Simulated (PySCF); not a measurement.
**TDA-PBE/def2-SVP (spin of roots singlet) run of C2H8Si2 (SMILES C1[SiH2]C[SiH2]1)**

Wanted: the excited states of C2H8Si2. 

The calculation is run with PySCF 2.14.0.

4 further runs of the same task are left out: 4 set aside as unsound or not needed.

### 1 The structure to begin with

C2H8Si2 has 12 atoms, charge 0, and is taken as a singlet. As SMILES, `C1[SiH2]C[SiH2]1`. Geometry: relaxed at PBE0-D4/def2-TZVP.

Bond lengths: C1–Si2 1.893 Å, Si2–C3 1.893 Å, C1–Si4 1.893 Å, C3–Si4 1.893 Å, C1–H5 1.089 Å, C1–H6 1.094 Å, Si2–H7 1.490 Å, Si2–H8 1.488 Å, C3–H9 1.094 Å, C3–H10 1.089 Å, Si4–H11 1.488 Å, Si4–H12 1.490 Å. Some angles: C1–Si2–C3 91.4°, Si2–C1–Si4 86.7°, Si2–C3–Si4 86.7°, C1–Si4–C3 91.4°, C1–Si2–H7 116.2°, C1–Si2–H8 111.9°, C3–Si2–H7 116.2°, C3–Si2–H8 111.9°, Si2–C1–H5 118.5°, Si2–C1–H6 111.5°.

### 2 The vertical excitations at TDA-PBE/def2-SVP (spin of roots singlet)

File run.py:

```python
from pyscf import gto, dft, tdscf

molecule = gto.M(
    atom=[
    ('C', (-0.418400, 0.251800, -1.264700)),
    ('Si', (1.244300, 0.183900, -0.362600)),
    ('C', (0.380900, -0.003300, 1.311500)),
    ('Si', (-1.190600, -0.402400, 0.334800)),
    ('H', (-0.539400, -0.330400, -2.176700)),
    ('H', (-0.723800, 1.282900, -1.464100)),
    ('H', (2.125500, 1.374800, -0.518000)),
    ('H', (2.021600, -1.032900, -0.724300)),
    ('H', (0.297800, 0.956800, 1.828500)),
    ('H', (0.760300, -0.745200, 2.012300)),
    ('H', (-1.444800, -1.867500, 0.268600)),
    ('H', (-2.436600, 0.276300, 0.788600)),
],
    max_memory=1860,
    charge=0,
    verbose=4,
    basis='def2-svp',
)

ks = dft.RKS(molecule)
ks.xc = 'pbe'
ks.conv_tol = 1e-10
ks.grids.level = 4
ks.kernel()
if not ks.converged:
    ks = ks.newton().run(ks.mo_coeff, ks.mo_occ)

etot = ks.e_tot
print('E = %.10f Eh' % etot)

td = ks.TDA()
td.nstates = 8
td.kernel()
td.analyze()
roots = td.e * 27.211386
osc = td.oscillator_strength()
print('state   eV      nm      f')
for i, (w, f) in enumerate(zip(roots, osc), 1):
    print('%3d %9.4f %8.1f %9.5f' % (i, w, 1239.842 / w, f))
```

The run is started by

```
$ OMP_NUM_THREADS=1 python run.py
```

**Question.** What will come out? Wanted: ground-state or mean-field energy; dipole moment; HOMO energy; LUMO energy; HOMO–LUMO gap; lowest singlet excitation energy.

**Answer.** As computed:

At TDA-PBE/def2-SVP (spin of roots singlet):

```
                              quantity          value
     ground-state or mean-field energy  -659.33970 Eh
 dipole moment (PBE Kohn–Sham density)         0.41 D
  HOMO energy (PBE Kohn–Sham orbitals)       -6.50 eV
  LUMO energy (PBE Kohn–Sham orbitals)       -0.35 eV
HOMO–LUMO gap (PBE Kohn–Sham orbitals)        6.15 eV
      lowest singlet excitation energy        6.17 eV
```

In words: The brightest of the 8 transitions from the ground state lies at 7.44 eV (167 nm, f = 0.193); the lowest, at 6.17 eV, has f = 0.000. The basis has no diffuse functions, so Rydberg states are missing or pushed up, and the true lowest state may lie lower. Roots above 6.5 eV lie over the negative of the HOMO energy, where those of Rydberg kind are poorly described; valence roots are less touched.
